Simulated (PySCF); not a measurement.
# InSb (triplet): the SCF solver's settings

Aim: find out which solver settings change the answer for InSb (triplet).

Method: each script names its method and basis; program: PySCF 2.14.0.

5 further runs of the same task are left out: 1 for a known fault of the program, 4 that didn't finish.

## Step 1: Where the work starts

InSb (triplet): 2 atoms, charge 0, spin multiplicity 3.

Bond lengths: In1–Sb2 2.893 Å.

## Step 2: The base run

input.py reads:

```python
from pyscf import gto, dft

mol = gto.M(
    atom='In 0 0 0; Sb 0 0 2.893',
    basis='3-21g',
    charge=0,
    spin=2,
    verbose=4,
)
mf = dft.UKS(mol, xc='pbe')
mf.kernel()
mf.dip_moment()
print('orbital energies (hartree):', [e[max(0, n-3):n+3].round(4) for e, n in zip(mf.mo_energy, mol.nelec)])
```

The run is started by

```console
$ OMP_NUM_THREADS=1 python input.py
```

Its log is not repeated here.

Base result: E(SCF) = -12004.351767 Eh, 11 cycles, ⟨S²⟩ = 2.004, μ = 1.38 D.

No relativity is included for the heavy element. The bond length is a typed value, not an optimised one. The triplet is typed in the script; nothing here shows that it is the ground state.

## Step 3: DIIS space 4

Run 1 changes DIIS space: default → 4.

input.py reads:

```python
from pyscf import gto, dft

mol = gto.M(
    atom='In 0 0 0; Sb 0 0 2.893',
    basis='3-21g',
    charge=0,
    spin=2,
    verbose=4,
)
mf = dft.UKS(mol, xc='pbe')
mf.diis_space = 4
mf.kernel()
mf.dip_moment()
print('orbital energies (hartree):', [e[max(0, n-3):n+3].round(4) for e, n in zip(mf.mo_energy, mol.nelec)])
```

The run is started by

```console
$ OMP_NUM_THREADS=1 python input.py
```

## Step 4: Initial guess 1e

Run 2 changes initial guess: minao → 1e.

input.py: that of step 2 with these lines changed.

```diff
@@ -10,2 +10,3 @@
 mf = dft.UKS(mol, xc='pbe')
+mf.init_guess = '1e'
 mf.kernel()
```

## Step 5: Point-group symmetry on

Run 3 changes point-group symmetry: off → on.

input.py: that of step 2 with these lines changed.

```diff
@@ -7,2 +7,3 @@
     spin=2,
+    symmetry=True,
     verbose=4,
```

Before running it: what results should come out? Wanted: for each run, E(SCF); from base; gap, α spin; SCF dipole.

The runs gave:

| run | E(SCF) (hartree) | from base (eV) | cycles | gap, α spin (eV) | SCF dipole (D) |
| --- | --- | --- | --- | --- | --- |
| base | -12004.351767 | 0 | 11 | 2.10 | 1.38 |
| DIIS space 4 | -12004.351767 | 0.0000 | 11 | 2.10 | 1.38 |
| initial guess 1e | -12004.351767 | 0.0000 | 13 | 2.10 | 1.38 |
| point-group symmetry on | -12004.351767 | 0.0000 | 11 | 2.10 | 1.38 |

Distance from each run's final energy (log10 hartree) by cycle:

| run | cycle 1 | cycle 2 | cycle 3 | cycle 5 | cycle 8 | cycle 12 |
| --- | --- | --- | --- | --- | --- | --- |
| base | -1.1 | 0.1 | -1.9 | -2.7 | -7.4 | done |
| DIIS space 4 | -1.1 | 0.1 | -1.9 | -2.7 | -5.3 | done |
| initial guess 1e | 0.5 | 1.3 | 0.6 | -2.1 | -3.6 | -9.7 |
| point-group symmetry on | -1.1 | 0.1 | -2.1 | -2.8 | -7.3 | done |

What this shows: With DIIS space 4 or initial guess 1e or point-group symmetry on the SCF ends at the base energy. With DIIS space 4, initial guess 1e, point-group symmetry on the path hardly changes: 11 to 13 cycles against 11.
